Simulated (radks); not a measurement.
# Zr²⁺ in [Kr] 4d2: an all-electron calculation

The task here is to estimate one member of a computed series from the others.

Method: Dirac Kohn-Sham, LDA (Slater exchange, VWN5 correlation), spin-unpolarised, spherical densities, point nucleus; open shells are shared between the two j in proportion to 2j + 1. Code: radks (a radial shooting solver on a logarithmic mesh, Libxc functionals) version 1.

## What is computed

* element: zirconium (Z = 40)
* charge: +2
* electrons: 38
* configuration: [Kr] 4d2

The outer shells:

Zr²⁺
```
[Kr] core
4d [↑ ][↑ ][  ][  ][  ]
```

Set-up of the first run:

Settings of this run:

```text
Z 40
configuration [Kr] 4d2
relativity Dirac
functional lda,vwn5
spin unpolarised
j_filling average
nucleus point
c 137.035999084
```

One table of the session follows, with a row left open; its other results are not shown here.

It belongs to the step «Shells». From the orbitals of this run (lengths in bohr):

```
level      <r>  outermost maximum (interpolated)  90 % within  nodes
1s1/2  0.03711                            0.0242       0.0664      0
2s1/2   0.1625                             0.137        0.252      1
2p1/2   0.1387                             0.107        0.227      0
2p3/2   0.1431                             0.111        0.233      0
3s1/2   0.4592                             0.409        0.680      2
3p1/2   0.4555                             0.396        0.691      1
3p3/2   0.4661                             0.406        0.706      1
3d3/2   0.4507                             0.345        0.726      0
3d5/2        ?                                 ?            ?      ?
4s1/2    1.211                              1.08         1.77      3
4p1/2    1.342                              1.16         2.00      2
4p3/2    1.373                              1.19         2.04      2
4d3/2    1.999                              1.56         3.15      1
4d5/2    2.015                              1.58         3.17      1
```

**Question.** Estimate the row for 3d5/2.

As computed: <r>: 0.4543; outermost maximum (interpolated): 0.348; 90 % within: 0.731; nodes: 0. In the column «<r>» it lies between 3d3/2 (0.4507) and 3p1/2 (0.4555).

Limits of these values: Spin polarisation and multiplet splitting are left out.
